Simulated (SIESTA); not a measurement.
Bi2Te3 (Tellurobismuthite):

```
Bi Te
1.0
     2.19300    1.26613   10.16567
    -2.19300    1.26613   10.16567
     0.00000   -2.53226   10.16567
Bi Te
2 3
Direct
  0.60000 0.60000 0.60000
  0.40000 0.40000 0.40000
  0.79050 0.79050 0.79050
  0.20950 0.20950 0.20950
  0.00000 0.00000 0.00000
```

Base run:

- Program: SIESTA 5.4.2
- Functional: BLYP
- Potentials or basis: PseudoDojo 0.4 standard (PBE files)
- Basis: DZP (energy shift 0.003 Ry; two zetas on semicore shells)
- Grid cutoff: 500 Ry
- Energy shift: 0.003 Ry
- k mesh: 7 × 7 × 7
- Occupations: fermi-dirac, width 0.05 eV
- Spin: no spin polarisation

Its results: band gap on the k mesh 0.29 eV, direct; pressure 6.2 GPa; largest force 0.231 eV/Å.

Task: The run is repeated on the same cell with these changes: functional from BLYP to vdW-DF-cx. What comes out?

Result: Band gap on the k mesh 0.25 eV, direct; pressure 0.9 GPa; largest force 0.139 eV/Å.

Caveats: the potentials were made for another functional, which shifts forces and pressure; spin-orbit coupling is left out, which as a rule narrows the gap of such compounds by several tenths of an eV; the basis of atomic orbitals isn't converged, which shifts pressures, moduli and gaps.
